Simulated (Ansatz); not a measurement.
**TaSe2: a Se atom hops into a vacancy**

One Se atom is taken out of a 2×2×1 supercell of TaSe2. How high is the barrier for its neighbour Se16, 3.37 Å away, to move into the hole? The program relaxes both ends, then the band.

Program: Ansatz 0.2.0. Level of theory: DFT PBEsol, plane waves, PAW, scalar-relativistic, no spin polarisation. These are calculated values, not measurements.

## 1. The starting structure

The cell holds 23 atoms (Se15Ta8): a = 6.842 Å, b = 6.842 Å, c = 12.677 Å, α = 90.00°, β = 90.00°, γ = 120.00°.

The empty site lies at (0.02, 1.96, 4.83) Å, and Se16 starts at (3.40, 1.98, 4.85) Å. All atoms were shaken by about 0.02 Å to break the symmetry.

Its coordinates follow in the input file.

## 2. The band

crystal.atoms is the first end and neb.final_atoms the second, which differs in Se16 alone.

Input file input.yaml:

```yaml
crystal:
  lattice:
    - [6.84219369, 1.43e-06, 0.0]
    - [-3.4210956, 5.92551427, 0.0]
    - [0.0, 0.0, 12.67700443]
  atoms:
    - { symbol: Ta, position: [0.00306518, 0.00405882, 0.25102732] }
    - { symbol: Ta, position: [0.00523207, 0.00339344, 0.75078725] }
    - { symbol: Se, position: [0.16530898, 0.33479978, 0.11525384] }
    - { symbol: Se, position: [0.33559855, 0.16825089, 0.61969881] }
    - { symbol: Se, position: [0.32887397, 0.15994033, 0.88367714] }
    - { symbol: Ta, position: [0.0029174, 0.5043002, 0.25431885] }
    - { symbol: Ta, position: [0.00183084, 0.49899466, 0.75015017] }
    - { symbol: Se, position: [0.16775514, 0.83153903, 0.11749893] }
    - { symbol: Se, position: [0.3317051, 0.66972439, 0.62028849] }
    - { symbol: Se, position: [0.16712741, 0.83637783, 0.38164099] }
    - { symbol: Se, position: [0.33546837, 0.67294315, 0.87970681] }
    - { symbol: Ta, position: [0.50042731, -0.00591644, 0.25073259] }
    - { symbol: Ta, position: [0.50005024, -0.00028454, 0.74814088] }
    - { symbol: Se, position: [0.66863705, 0.33976717, 0.11793012] }
    - { symbol: Se, position: [0.83455432, 0.16234392, 0.61793985] }
    - { symbol: Se, position: [0.66344315, 0.33354816, 0.38223235] }
    - { symbol: Se, position: [0.83587617, 0.16642026, 0.88279758] }
    - { symbol: Ta, position: [0.50363025, 0.50129513, 0.25146524] }
    - { symbol: Ta, position: [0.49289521, 0.5004433, 0.74789167] }
    - { symbol: Se, position: [0.66760556, 0.83718365, 0.11580678] }
    - { symbol: Se, position: [0.83532848, 0.66966948, 0.61719259] }
    - { symbol: Se, position: [0.66428563, 0.82890163, 0.38453238] }
    - { symbol: Se, position: [0.82809317, 0.66653822, 0.88332589] }
kpoints:
  mp_grid: { grid: [3, 3, 1] }
magnetization:
  spin_polarized: false
scf:
  occupations: { method: fermi_dirac, width: 0.05 }
hamiltonian:
  pseudopotentials: { kind: paw }
  xc: pbesol
basis:
  ecutwfc: 420
neb:
  images: 5
  relax_end_points: true
  climbing: true
  f_tol: 0.05
  max_iterations: 40
  order_check: false
  final_atoms:
    - { symbol: Ta, position: [0.00306518, 0.00405882, 0.25102732] }
    - { symbol: Ta, position: [0.00523207, 0.00339344, 0.75078725] }
    - { symbol: Se, position: [0.16530898, 0.33479978, 0.11525384] }
    - { symbol: Se, position: [0.33559855, 0.16825089, 0.61969881] }
    - { symbol: Se, position: [0.32887397, 0.15994033, 0.88367714] }
    - { symbol: Ta, position: [0.0029174, 0.5043002, 0.25431885] }
    - { symbol: Ta, position: [0.00183084, 0.49899466, 0.75015017] }
    - { symbol: Se, position: [0.16775514, 0.83153903, 0.11749893] }
    - { symbol: Se, position: [0.3317051, 0.66972439, 0.62028849] }
    - { symbol: Se, position: [0.16712741, 0.83637783, 0.38164099] }
    - { symbol: Se, position: [0.33546837, 0.67294315, 0.87970681] }
    - { symbol: Ta, position: [0.50042731, -0.00591644, 0.25073259] }
    - { symbol: Ta, position: [0.50005024, -0.00028454, 0.74814088] }
    - { symbol: Se, position: [0.66863705, 0.33976717, 0.11793012] }
    - { symbol: Se, position: [0.83455432, 0.16234392, 0.61793985] }
    - { symbol: Se, position: [0.16910189, 0.33090139, 0.38101431] }
    - { symbol: Se, position: [0.83587617, 0.16642026, 0.88279758] }
    - { symbol: Ta, position: [0.50363025, 0.50129513, 0.25146524] }
    - { symbol: Ta, position: [0.49289521, 0.5004433, 0.74789167] }
    - { symbol: Se, position: [0.66760556, 0.83718365, 0.11580678] }
    - { symbol: Se, position: [0.83532848, 0.66966948, 0.61719259] }
    - { symbol: Se, position: [0.66428563, 0.82890163, 0.38453238] }
    - { symbol: Se, position: [0.82809317, 0.66653822, 0.88332589] }
```

The run is started by

```
> ansatz run input.yaml --threads 4 --pin off --max-ram 8192MiB --backend cpu --events-out ev --progress --plain --runs-dir out
```

Q: Predict the outcome of this session. Wanted: relaxation of the ends; barrier forwards; barrier backwards; second end relative to first; highest image.

As calculated:

| quantity | value |
| --- | --- |
| relaxation of the ends | 0.960 eV lower, moves up to 0.52 Å; 0.929 eV lower, moves up to 0.48 Å |
| barrier forwards | 1.29 eV |
| barrier backwards | 1.29 eV |
| second end relative to first | 0.000 eV |
| highest image | 2 of 0 to 6, climbing |
| band iterations | 9 |

What this shows: The top lies 1.29 eV above the first end, or 50 kT at room temperature; with a typical attempt rate of 10^13 per second that is roughly 10^-9 events a second. The ends differ by 1 meV at most. The input switches the test of curvatures off, so the top was not shown to be a first-order saddle. The cell of 23 atoms is small, so the barrier is not converged with size. The k-mesh is coarse for this cell.
